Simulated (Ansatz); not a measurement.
**PdN (quartet): from Hartree-Fock to the top rungs, def2-TZVPP**

The task here is to estimate one member of a computed series from the others.

Method: def2-TZVPP, core rule «outside noble gas», up to 5 orbitals frozen; program: Ansatz 0.2.0, Gaussian basis.

To be run: UHF; ROHF; CCSD(T) on UHF.

2 further runs of the same task are left out: 2 set aside as unsound or not needed.

## The system

The geometry is a PBE0/def2-TZVP stationary point (not a proven minimum) of the parent state, kept for this charge and spin. No spin-orbit coupling is included. Elements past krypton take def2 core potentials.

2 atoms, charge 0, spin multiplicity 4.

Atoms are counted from 1 here; the program's logs count them from 0.

Bond lengths: Pd1–N2 1.797 Å.

Set-up of the first run:

in.yaml

```yaml
crystal:
  periodic: [false, false, false]
  atoms:
    - {symbol: Pd, position_ang: [0.000000, 0.000000, 0.000000]}
    - {symbol: N, position_ang: [0.000000, 0.000000, 1.796800]}
basis:
  gaussian: {orbitals: def2-TZVPP}
magnetization: {spin_polarized: true, initial_magnetization: 3}
hamiltonian: {xc: hf}
output: {orbitals: {seedname: orbitals}}
```

Started as:

```console
$ ansatz run in.yaml --threads 1 --pin off --events-out ev --progress --plain --max-ram 4096MiB --backend cpu
```

Steps of the session up to this table: UHF; ROHF; CCSD(T) on UHF.

One of the session's tables, all rows but one given; the rest of the session is left out.

It belongs to the step «Misses and costs». 

```
  method  from UCCSD(T) (kJ/mol)
    ROHF                 +1425.1
     UHF                 +1393.1
    UMP2                   +28.5
   UCCSD                       ?
UCCSD(T)                       0
```

**Question.** Estimate the row for UCCSD.

**Answer.** from UCCSD(T) (kJ/mol): +70.7. In the column «from UCCSD(T) (kJ/mol)» it lies between UMP2 (+28.5) and UHF (+1393.1).
